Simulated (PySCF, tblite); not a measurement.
# C2H10B3NS: geometry, infrared bands and NMR shifts

Aim: predict the infrared bands and NMR shifts of C2H10B3NS (`BSBCBNC`).

Programs: tblite 0.8.0 and PySCF 2.14.0, with density-fitted response routines of our own. Each step states its level of theory. These are calculated values for one molecule in the gas phase, unless marked as measured. Atoms are numbered from 0 throughout.

**1. The molecule as given**

17 atoms, charge 0, multiplicity 1; geometry from: force field or distance geometry start.

Bonds of the start (Å): B0–S1 1.88, S1–B2 1.88, B2–C3 1.61, C3–B4 1.60, B4–N5 1.53, N5–C6 1.46, B0–H7 1.19, B0–H8 1.18, B2–H9 1.18, C3–H10 1.11, C3–H11 1.09, B4–H12 1.18, N5–H13 1.04, C6–H14 1.12, C6–H15 1.11, C6–H16 1.11.

**2. Optimising the geometry with GFN2-xTB**

The job: settings as JSON, then the geometry in Å.

```
{"job": {"kind": "relax", "xc": "GFN2-xTB", "basis": "xTB"}, "charge": 0, "multiplicity": 1}
B      2.557000     0.824900     0.468400
S      2.970500    -0.542400    -0.752400
B      1.409000    -1.501400    -0.337400
C      0.070800    -1.235300    -1.183400
B     -1.095000    -0.780300    -0.193300
N     -1.733700     0.601100    -0.370900
C     -1.578600     1.373400     0.862800
H      1.930600     1.766600     0.108600
H      2.902900     0.750500     1.596200
H      1.410000    -2.315200     0.518500
H     -0.231900    -2.182700    -1.686600
H      0.250900    -0.461200    -1.936400
H     -1.485000    -1.509300     0.654900
H     -2.746300     0.449900    -0.533600
H     -2.089600     0.873600     1.721700
H     -0.506800     1.526200     1.116900
H     -2.041700     2.373500     0.734600
```

The run is started by

```sh
$ OMP_NUM_THREADS=1 python probes_run.py task.json out
```

One launch serves the whole session: the jobs run in the order shown.

**Question.** This job is followed by: GFN2-xTB harmonic vibrations, gas phase; GIAO PBE0/pcSseg-1 NMR shielding, non-relativistic, gas phase. What will the session give for the following? strongest single infrared mode (GFN2-xTB); zero-point energy (GFN2-xTB); 13C shifts against TMS (PBE0/pcSseg-1); 1H shifts against TMS (PBE0/pcSseg-1, means over atoms taken as alike); 11B shifts against BF3·OEt2 (PBE0/pcSseg-1); 33S shifts against CS2 (PBE0/pcSseg-1); 15N shifts against NH3 (PBE0/pcSseg-1); surface potential, 1st and 99th percentile.

As calculated:

| quantity | value |
| --- | --- |
| strongest single infrared mode (GFN2-xTB) | 1094 cm⁻¹, 179 km/mol |
| zero-point energy (GFN2-xTB) | 80.9 kcal/mol |
| 13C shifts against TMS (PBE0/pcSseg-1) | 38.6, 33.5 ppm |
| 1H shifts against TMS (PBE0/pcSseg-1, means over atoms taken as alike) | 7.71, 7.58, 4.86, 3.48, 3.01, 2.41 ppm |
| 11B shifts against BF3·OEt2 (PBE0/pcSseg-1) | 74.1, 70.3, 36.8 ppm |
| 33S shifts against CS2 (PBE0/pcSseg-1) | 180 ppm |
| 15N shifts against NH3 (PBE0/pcSseg-1) | 141.8 ppm |
| surface potential, 1st and 99th percentile | -0.74 V and 1.70 V |

What this shows: The optimisation took 207 steps and gained 2.232 eV; among the close pairs (by a distance rule), B4–N5 changed most, from 1.532 to 1.378 Å. No mode is imaginary among the 45: a minimum at this level. The strongest single mode, at 1094 cm⁻¹, has its largest shares on H11, C3 and H12 (the list is cut at 3 atoms). Unscaled tight-binding wavenumbers are off by several per cent, some by more. Its intensities can rank the bands wrongly. At PBE0/pcSseg-1: The widest tensor belongs to S1: span 758 ppm, with a paramagnetic part of -736 ppm. At PBE0/pcSseg-1, counted by nearest atom on the grid, the HOMO lies on N5 43 %; S1 11 %, the LUMO on B0 33 %; B2 22 %.
